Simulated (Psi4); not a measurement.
**One shape, several levels: singlet C2H3BF−**

Wanted: a comparison of 3 runs (HF/STO-3G, B3LYP/6-31G*, TPSSh/def2-SVPD) of singlet C2H3BF−. 

The results are computed with Psi4 1.11.

**1. Starting point**

C2H3BF− has 7 atoms, charge -1, and is taken as a singlet. SMILES of the parent species: `C=[C]BF`. The shape is that of a GFN2-xTB optimisation. This is one conformer, not always the lowest. That shape belongs to the parent species and isn't relaxed for this state.

Bond lengths: C1–C2 1.284 Å, C2–B3 1.482 Å, B3–F4 1.336 Å, C1–H5 1.085 Å, C1–H6 1.085 Å, B3–H7 1.175 Å. Angles: C1–C2–B3 178.7°, C2–B3–F4 119.5°, C2–C1–H5 123.1°, C2–C1–H6 123.2°, C2–B3–H7 123.2°, F4–B3–H7 117.2°, H5–C1–H6 113.7°.

**2. Energy and gradient at HF/STO-3G (run 1)**

File job.dat:

```
memory 1.6 GB

molecule {
  -1 1
  C     -0.739240     1.166810     0.113650
  C     -0.055700     0.085330     0.002100
  B      0.727900    -1.161970    -0.160850
  F      1.279660    -1.738220     0.911270
  H     -0.299040     2.156100     0.042360
  H     -1.809590     1.177770     0.290350
  H      0.896010    -1.685820    -1.198900
  units angstrom
  symmetry c1
  no_reorient
  no_com
}

set {
  basis         STO-3G
  puream        true
  e_convergence 1e-09
  d_convergence 1e-08
  scf_type      pk
}

e, wfn = gradient('hf', return_wfn=True)
oeprop(wfn, 'MULLIKEN_CHARGES', 'LOWDIN_CHARGES', 'WIBERG_LOWDIN_INDICES', title='HF')
```

Launch:

```bash
$ psi4 job.dat job.out -n 1
```

job.out:

```text
[...]
  Running in c1 symmetry.
[...]
  Nuclear repulsion =   88.617305522116666
[...]
  Multiplicity = 1
[...]
  Nalpha       = 15
  Nbeta        = 15
[...]
    Number of basis functions: 23
[...]
   @RHF iter   1:  -198.71473562257660   -2.44679e+00   1.13131e-02 DIIS/ADIIS
[...]
   @RHF iter  11:  -198.77123248687812   -1.10845e-12   8.18424e-09 DIIS
[...]
    Orbital Energies [Eh]
    ---------------------
    Doubly Occupied:
       1A    -25.612095     2A    -10.686820     3A    -10.589719
       4A     -7.080771     5A     -1.208109     6A     -0.662809
       7A     -0.440050     8A     -0.342937     9A     -0.279392
      10A     -0.279043    11A     -0.234274    12A     -0.231007
      13A     -0.119696    14A     -0.029418    15A      0.090272
[...]
  @RHF Final Energy:  -198.77123248687812
   => Energetics <=
    Nuclear Repulsion Energy =             88.6173055221166663
    One-Electron Energy =                -459.3653384424347905
    Two-Electron Energy =                 171.9768004334399905
    Total Energy =                       -198.7712324868781195
[...]
  -Total Gradient:
     Atom            X                  Y                   Z
    ------   -----------------  -----------------  -----------------
       1       -0.002728285239     0.003421030039    -0.000168856775
       2       -0.056056418405     0.092260743756     0.022374914261
       3        0.062593696850    -0.095945156271     0.001167109205
       4       -0.016314690973     0.020128332613    -0.019683061560
       5        0.005539981732    -0.009550206572    -0.001071280848
       6        0.006345561090    -0.008932548113    -0.001277417206
       7        0.000620154944    -0.001382195451    -0.001341407077
[...]
```

It took 1.8 s on 1 thread of Intel Xeon Platinum 8375C at 2.90GHz (Ice Lake), shared host; peak memory 0.18 GiB.

**3. Energy and gradient at B3LYP/6-31G(d) (spherical functions) (run 2)**

File c2h3bf.dat:

```
memory 1.6 GB

molecule m {
  -1 1
  C     -1.39696114     2.20495134     0.21476737
  C     -0.10525775     0.16125033     0.00396842
  B      1.37553165    -2.19580507    -0.30396245
  F      2.41820693    -3.28475974     1.72205073
  H     -0.56510370     4.07443850     0.08004880
  H     -3.41962950     2.22566274     0.54868198
  H      1.69321350    -3.18573810    -2.26559265
  units au
  symmetry c1
  no_reorient
  no_com
}

set globals {
  reference rks
  puream true
  e_convergence 1e-09
  d_convergence 1e-08
  scf_type pk
  dft_radial_points 99
  dft_spherical_points 590
}

e_tot, wfn = gradient('b3lyp/6-31G*', return_wfn=True)
oeprop(wfn, 'MULLIKEN_CHARGES', 'LOWDIN_CHARGES', 'MAYER_INDICES', title='B3LYP')
print_variables()
```

Launch:

```bash
$ psi4 -i c2h3bf.dat -o c2h3bf.out -n 1
```

c2h3bf.out:

```text
[...]
  Running in c1 symmetry.
[...]
  Nuclear repulsion =   88.617305534210885
[...]
  Multiplicity = 1
[...]
  Nalpha       = 15
  Nbeta        = 15
[...]
    Number of basis functions: 62
[...]
   @RKS iter   1:  -202.35012423563671   -3.57580e-01   1.24333e-02 ADIIS/DIIS
[...]
   @RKS iter  12:  -202.70202835608501   -9.94760e-13   2.35182e-09 DIIS
[...]
  @RKS Final Energy:  -202.70202835608501
   => Energetics <=
    Nuclear Repulsion Energy =             88.6173055342108853
    One-Electron Energy =                -459.5518502620275285
    Two-Electron Energy =                 189.9251177137148545
    DFT Exchange-Correlation Energy =     -21.6926013419832628
    Empirical Dispersion Energy =           0.0000000000000000
    VV10 Nonlocal Energy =                  0.0000000000000000
    Total Energy =                       -202.7020283560850089
[...]
  -Total Gradient:
     Atom            X                  Y                   Z
    ------   -----------------  -----------------  -----------------
       1        0.013617039678    -0.021979409680    -0.001936350399
       2       -0.042289212082     0.069068133615     0.014763254454
       3        0.043231831802    -0.064232556560     0.008870391588
       4       -0.024941355964     0.029026473764    -0.036860529521
       5       -0.002210600386    -0.017109085112     0.000236590038
       6        0.016345377139    -0.005035885913    -0.002860519532
       7       -0.003762988240     0.010272430887     0.017764128433
[...]
```

Wall time 13 s (1 thread of Intel Xeon Platinum 8375C at 2.90GHz (Ice Lake), shared host); peak memory 0.85 GiB.

**4. Energy and forces at TPSSh/def2-SVPD (run 3)**

File job.dat:

```
memory 1600 MB

molecule {
  -1 1
  C     -0.739240     1.166810     0.113650
  C     -0.055700     0.085330     0.002100
  B      0.727900    -1.161970    -0.160850
  F      1.279660    -1.738220     0.911270
  H     -0.299040     2.156100     0.042360
  H     -1.809590     1.177770     0.290350
  H      0.896010    -1.685820    -1.198900
  symmetry c1
}

set {
  puream               true
  e_convergence        1e-09
  d_convergence        1e-08
  scf_type             pk
  dft_radial_points    99
  dft_spherical_points 590
}

gradient("tpssh/def2-SVPD")
print_variables()
```

Launch:

```bash
$ psi4 -n 1 job.dat job.out
```

job.out:

```text
[...]
  Running in c1 symmetry.
[...]
  Nuclear repulsion =   88.617305522116666
[...]
  Multiplicity = 1
[...]
  Nalpha       = 15
  Nbeta        = 15
[...]
    Number of basis functions: 107
[...]
   @RKS iter   1:  -202.17169668812767   -2.90355e-01   7.72341e-03 ADIIS/DIIS
[...]
   @RKS iter  13:  -202.58812343836419   -1.33582e-12   1.61173e-09 DIIS
[...]
  @RKS Final Energy:  -202.58812343836419
   => Energetics <=
    Nuclear Repulsion Energy =             88.6173055221166663
    One-Electron Energy =                -458.5457360367993260
    Two-Electron Energy =                 191.4900445528880653
    DFT Exchange-Correlation Energy =     -24.1497374765696087
    Empirical Dispersion Energy =           0.0000000000000000
    VV10 Nonlocal Energy =                  0.0000000000000000
    Total Energy =                       -202.5881234383641925
[...]
  -Total Gradient:
     Atom            X                  Y                   Z
    ------   -----------------  -----------------  -----------------
       1        0.019134484829    -0.030763172766    -0.003147791094
       2       -0.043531100469     0.070792249630     0.014010094996
       3        0.041676661816    -0.060415280839     0.014526642801
       4       -0.026619671064     0.030238721123    -0.042250470172
       5       -0.004940951001    -0.017951129487     0.000670183699
       6        0.018241678596    -0.002893463384    -0.003184962560
       7       -0.003978750164     0.011010102459     0.019335956186
[...]
```

Wall time 69 s (1 thread of Intel Xeon Platinum 8375C at 2.90GHz (Ice Lake), shared host); peak memory 0.62 GiB.

**5. The series**

| run | level | integration grid | energy (Eh) | HOMO energy (eV) | LUMO energy (eV) | HOMO–LUMO gap (eV) | wall time |
| --- | --- | --- | --- | --- | --- | --- | --- |
| 1 | HF/STO-3G | – | -198.771232 | 2.46 | 17.41 | 14.96 | 1.8 s |
| 2 | B3LYP/6-31G* (spherical functions) | 99 radial × 590 angular | -202.702028 | 1.69 | 6.95 | 5.27 | 13 s |
| 3 | TPSSh/def2-SVPD | 99 radial × 590 angular | -202.588123 | 1.26 | 4.53 | 3.26 | 69 s |

**6. What came out**

| quantity | value |
| --- | --- |
| run 3: total energy | -202.58812 Eh |
| run 3: HOMO energy | 1.26 eV |
| run 3: LUMO energy | 4.53 eV |
| run 3: HOMO–LUMO gap (to an unbound level, set by the basis) | 3.26 eV |
| run 3: largest force on an atom | 4.334 eV/Å |

In words: The HOMO–LUMO gap runs from 3.26 eV (TPSSh/def2-SVPD) to 14.96 eV (HF/STO-3G). The two ends differ in method and basis. The empty levels of an anion lie above zero and hang on the basis. Totals of different functionals can't be ranked against each other. In runs 1, 2, 3 the HOMO lies above zero, so the outermost electron may be held by the basis alone. In run 1 the basis is minimal, so the values are rough. All runs together took 83 s, the longest 69 s.
